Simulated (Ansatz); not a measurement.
Runs of Ansatz 0.2.0 on BiTe. It takes space group R-3m (No. 166, trigonal). The conventional cell has a = 4.845 Å, b = 4.845 Å, c = 9.952 Å, α = 90.00°, β = 90.00°, γ = 120.00°. Bi (site symmetry -3m) is surrounded by 6 Te at 3.25 Å. Te (site symmetry -3m) is surrounded by 6 Bi at 3.25 Å. The cell comes from a database or a generator and needn't be the stable form of this composition.

```tsv
task	level	cell	points for each segment of the path	gap on the mesh (eV)	pressure (GPa)	relaxed volume (Å³/atom)
band structure	LDA	as given	14	none	-3.4	-
relaxation of cell and atoms	RPBE+D3(BJ)	relaxed	-	none	0.0	(a)
relaxation of cell and atoms	PBEsol+D4	relaxed	-	none	0.0	30.86
relaxation of cell and atoms	PBEsol+D3(BJ)	relaxed	-	none	0.0	30.12
```

Alike in all rows: potentials or basis Ansatz PAW; no spin polarisation; k mesh 7 × 7 × 7; cutoff (eV) 420; smearing fermi-dirac 0.05 eV.

Fill in the values left out.

(a) 21.81.

Caveats: spin-orbit coupling is left out, which moves the levels of the heavy elements; the PAW data sets come from PBE, with cores solved anew for the run's functional, which leaves a small shift of forces and pressure; the plane-wave basis is chosen anew once the cell has moved, so the energies of steps on either side of that aren't comparable (some runs); pairwise dispersion overbinds metals, which lowers pressure and volume (some runs); the volume moved by over 15 % at a fixed basis, so the end points are rough (some runs).

A k mesh can miss the band edges, and the runs leave out spin-orbit coupling on Bi, Te.

A gap of «none» marks a metal or a gap under the smearing width.

Runs at the PBE level aren't shown here.
